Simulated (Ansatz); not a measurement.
Task: a single point from an input typed as a dict of TiN₂Cl₆, space group Fm-3m, with the Python package of Ansatz (0.2.0). Give the script and its output. Use: PBE, PAW, cutoff 422 eV, 4×4×4 k-points, tetrahedron_uncorrected smearing of 0.1 eV.

```xyz
9
Lattice="-3.4194 3.4194 4.8357 3.4194 -3.4194 4.8357 3.4194 3.4194 -4.8357" Properties=species:S:1:pos:R:3 pbc="T T T"
Ti    0.0000    0.0000    4.8357
N     0.0000    3.4194    2.4179
N     3.4194    0.0000    2.4179
Cl   -1.6553    1.6553    4.8357
Cl    0.0000    0.0000    7.1766
Cl    1.7641    1.7641    0.0000
Cl    1.6553   -1.6553    4.8357
Cl    0.0000    0.0000    2.4948
Cl    1.6553    1.6553    4.8357
```

`run_deck.py`
```python
"""TiN2Cl6 from an input typed as a mapping."""

import ansatz

deck = {
    "crystal": {
        "lattice": [
            [-3.419364, 3.419364, 4.835711],
            [3.419364, -3.419364, 4.835711],
            [3.419364, 3.419364, -4.835711],
        ],
        "atoms": [
            {"symbol": "Ti", "position": [0.5, 0.5, 0.0]},
            {"symbol": "N", "position": [0.75, 0.25, 0.5]},
            {"symbol": "N", "position": [0.25, 0.75, 0.5]},
            {"symbol": "Cl", "position": [0.742045, 0.257955, 0.0]},
            {"symbol": "Cl", "position": [0.742045, 0.742045, 0.0]},
            {"symbol": "Cl", "position": [0.257955, 0.257955, 0.51591]},
            {"symbol": "Cl", "position": [0.257955, 0.742045, 0.0]},
            {"symbol": "Cl", "position": [0.257955, 0.257955, 0.0]},
            {"symbol": "Cl", "position": [0.742045, 0.742045, 0.48409]},
        ],
    },
    "kpoints": {"mp_grid": {"grid": [4, 4, 4]}},
    "hamiltonian": {"xc": "pbe"},
    "scf": {
        "occupations": {"method": "tetrahedron_uncorrected"},
        "convergence": {"dr2_threshold": 1e-11},
    },
    "basis": {"ecutwfc": "31 Ry"},
    "output": {"forces": True},
}

planned = ansatz.Session.from_dict(deck).plan(threads=1, pin="off")
done = planned.execute()
report = done.report

print(f"free energy      {report['free_energy_ev']:.5f} eV")
print(f"per atom         {report['free_energy_ev'] / len(done.lattice.sites):.5f} eV")
print(f"SCF iterations   {report['n_iterations']}  (converged: {report['converged']})")

# forces in eV per angstrom
print("forces (eV/A)")
for site, force in zip(done.lattice.sites, report["forces_ev_ang"]):
    print(f"  {site.symbol:2s} {force[0]:9.4f} {force[1]:9.4f} {force[2]:9.4f}")

print("doubts on the final state:", report["published_state_doubts"] or "none")
print("warnings:", sorted({n["data"]["kind"] for n in done.notices if n["data"].get("severity") in ("warning", "doubt")}) or "none")

used = report["setup"]
print("cutoffs (eV):", used["ecut_ev"], used["ecutrho_ev"], " FFT grid:", used["fft_dense"])
print("cell volume {:.3f} A^3, {} symmetry operations".format(used["cell_volume_ang3"], used["n_sym_ops"]))
```

```console
$ python run_deck.py
free energy      -9736.07170 eV
per atom         -1081.78574 eV
SCF iterations   16  (converged: True)
forces (eV/A)
  Ti    0.0000   -0.0000   -0.0000
  N    -0.0000    0.0000    0.0000
  N    -0.0000    0.0000   -0.0000
  Cl    0.0656   -0.0656    0.0000
  Cl    0.0000   -0.0000   -0.0928
  Cl    0.0656    0.0656    0.0000
  Cl   -0.0656    0.0656    0.0000
  Cl   -0.0000   -0.0000    0.0928
  Cl   -0.0656   -0.0656    0.0000
doubts on the final state: ['band_table_not_solved_further']
warnings: ['band_table_not_solved_further']
cutoffs (eV): 421.77648681281397 1687.1059472512559  FFT grid: [48, 48, 48]
cell volume 226.158 A^3, 48 symmetry operations
```

What to keep in mind:
- These settings explore the input space; cutoff and mesh may be short of convergence.
- Spin is left out of this run.
- For a metal this k-point mesh is coarse: on a finer one energies can move by several to tens of meV an atom and pressures by half a GPa or more, differences at one mesh by less.
- The structure comes from a database of computed cells and needn't be a stable or known phase.
- It ran for 6.7 s on 1 thread of Arm Neoverse V1, with other jobs on the host, peak memory 0.5 GiB.

(Lines on the test bed's own set-up are left out of the output.)
